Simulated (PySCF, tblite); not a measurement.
# C3H8F2OSi: geometry, infrared bands and NMR shifts

What infrared bands and NMR shifts should C3H8F2OSi (`CO[C@H](CF)[SiH2]F`) show?

The runs use tblite 0.8.0 and PySCF 2.14.0, with density-fitted response routines of our own; the level of theory stands in each step. All values are computed, except where a source is named. Atoms count from 0, in the outputs and in this text.

### 1 The starting structure

15 atoms, charge 0, multiplicity 1; geometry from: force field or distance geometry start.

Bonds of the start (Å): C0–O1 1.39, O1–C2 1.36, C2–C3 1.53, C3–F4 1.37, C2–Si5 1.86, Si5–F6 1.70, C0–H7 1.12, C0–H8 1.10, C0–H9 1.10, C2–H10 1.11, C3–H11 1.11, C3–H12 1.15, Si5–H13 1.45, Si5–H14 1.46.

### 2 Optimising the geometry with GFN2-xTB

The job: settings as JSON, then the geometry in Å.

```
{"job": {"kind": "relax", "xc": "GFN2-xTB", "basis": "xTB"}, "charge": 0, "multiplicity": 1}
C      2.132700     0.370900    -0.212400
O      0.956200     0.342600     0.520000
C     -0.151400    -0.053700    -0.167300
C     -1.127700     1.126100    -0.143700
F     -0.603700     2.257100    -0.702200
Si    -1.076300    -1.475300     0.591000
F     -2.245500    -1.961700    -0.543500
H      2.940000     0.706300     0.489300
H      2.101700     1.043600    -1.087200
H      2.444700    -0.620400    -0.564500
H      0.013100    -0.285700    -1.241700
H     -2.115000     0.857300    -0.567500
H     -1.286100     1.362600     0.966800
H     -1.754800    -1.028800     1.795000
H     -0.232400    -2.633100     0.846200
```

Command:

```sh
$ OMP_NUM_THREADS=1 python probes_run.py task.json out
```

This one command runs all jobs of the session in turn.

**Question.** This job is followed by: GFN2-xTB harmonic vibrations, gas phase; GIAO PBE0/pcSseg-1 NMR shielding, non-relativistic, gas phase. What will the session give for the following? strongest single infrared mode (GFN2-xTB); zero-point energy (GFN2-xTB); ¹³C shifts against TMS (PBE0/pcSseg-1); ¹H shifts against TMS (PBE0/pcSseg-1, means over atoms taken as alike); ¹⁷O shifts against H2O (PBE0/pcSseg-1); ¹⁹F shifts against CFCl3 (PBE0/pcSseg-1); ²⁹Si shifts against TMS (PBE0/pcSseg-1); surface potential, 1st and 99th percentile.

**Answer**, as computed:

| quantity | value |
| --- | --- |
| strongest single infrared mode (GFN2-xTB) | 2354 cm⁻¹, 343 km/mol |
| zero-point energy (GFN2-xTB) | 67.0 kcal/mol |
| ¹³C shifts against TMS (PBE0/pcSseg-1) | 91.7, 77.5, 64.5 ppm |
| ¹H shifts against TMS (PBE0/pcSseg-1, means over atoms taken as alike) | 5.12, 5.10, 4.95, 4.68, 3.81, 3.71 ppm |
| ¹⁷O shifts against H2O (PBE0/pcSseg-1) | 19.4 ppm |
| ¹⁹F shifts against CFCl3 (PBE0/pcSseg-1) | -223.9, -229.0 ppm |
| ²⁹Si shifts against TMS (PBE0/pcSseg-1) | -10.0 ppm |
| surface potential, 1st and 99th percentile | -0.98 V and 1.36 V |

In words: The optimisation took 108 steps and gained 0.541 eV; among the close pairs (by a distance rule), Si5–F6 changed most, from 1.700 to 1.616 Å. All 39 modes are real, so the xTB geometry is a minimum. The strongest single mode, at 2354 cm⁻¹, moves mainly H14 and H13. GFN2-xTB is a fitted tight-binding method: band positions and strengths are rough. Its intensities can rank the bands wrongly. C3 (sp3 CH2 bonded to F) lies farthest downfield among carbon, at 91.7 ppm; deshielded by the electronegative neighbour. At PBE0/pcSseg-1: The largest span, 113 ppm, is at F4, where the paramagnetic term is -74 ppm.
